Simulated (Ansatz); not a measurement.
# CH7BO2Sn: the cost of one run

Program: Ansatz 0.2.0. Level of theory: RKS PBE-D4/def2-SVP. These are calculated values, not measurements.

**1. The system as given**

Bond lengths: B1–C2 1.537 Å, C2–O3 1.374 Å, C2–O4 1.412 Å, O4–Sn5 1.992 Å, B1–H6 1.186 Å, B1–H7 1.226 Å, C2–H8 1.076 Å, O3–H9 0.996 Å, Sn5–H10 1.709 Å, Sn5–H11 1.751 Å, Sn5–H12 1.743 Å. Angles (14 of 17 angles, heavy atoms first): B1–C2–O3 108.3°, B1–C2–O4 111.7°, O3–C2–O4 107.6°, C2–O4–Sn5 109.4°, B1–C2–H8 107.6°, O3–C2–H8 108.2°, O4–C2–H8 113.2°, C2–B1–H6 124.9°, C2–B1–H7 120.6°, C2–O3–H9 111.0°, O4–Sn5–H10 109.7°, O4–Sn5–H11 106.6°, O4–Sn5–H12 110.4°, H6–B1–H7 114.5°.

Structure file:

```xyz
12

B    -1.0678    1.5065    1.1290
C    -0.2424    0.3240    0.5981
O     1.0384    0.4393    1.0818
O    -0.1692    0.3284   -0.8122
Sn    0.4739   -1.4464   -1.4485
H    -1.2533    1.7448    2.2758
H    -1.6077    2.2882    0.3539
H    -0.6722   -0.5777    0.9980
H     1.5237    1.1842    0.6336
H     0.4480   -1.4905   -3.1570
H     2.1071   -1.6320   -0.8436
H    -0.5015   -2.7239   -0.7749
```

**2. End point A**

The input, input.yaml:

```yaml
crystal:
  periodic: [false, false, false]
  atoms:
    - { symbol: B, position_ang: [-1.0678, 1.5065, 1.129] }
    - { symbol: C, position_ang: [-0.2424, 0.324, 0.5981] }
    - { symbol: O, position_ang: [1.0384, 0.4393, 1.0818] }
    - { symbol: O, position_ang: [-0.1692, 0.3284, -0.8122] }
    - { symbol: Sn, position_ang: [0.4739, -1.4464, -1.4485] }
    - { symbol: H, position_ang: [-1.2533, 1.7448, 2.2758] }
    - { symbol: H, position_ang: [-1.6077, 2.2882, 0.3539] }
    - { symbol: H, position_ang: [-0.6722, -0.5777, 0.998] }
    - { symbol: H, position_ang: [1.5237, 1.1842, 0.6336] }
    - { symbol: H, position_ang: [0.448, -1.4905, -3.157] }
    - { symbol: H, position_ang: [2.1071, -1.632, -0.8436] }
    - { symbol: H, position_ang: [-0.5015, -2.7239, -0.7749] }
basis:
  gaussian: { orbitals: def2-SVP }
hamiltonian:
  xc: pbe
  dispersion: d4
relax:
  f_tol: 0.02
  max_steps: 50
```

Launch:

```sh
ansatz run input.yaml --threads 2 --pin off --max-ram 3072MiB --backend cpu --events-out ev --progress --plain --runs-dir out
```

Q: Estimate wall time and peak memory on 2 threads of Intel Xeon Platinum 8259CL at 2.50GHz (Skylake/Cascade Lake), shared host.

About 57 s, with a peak of 0.18 GiB.
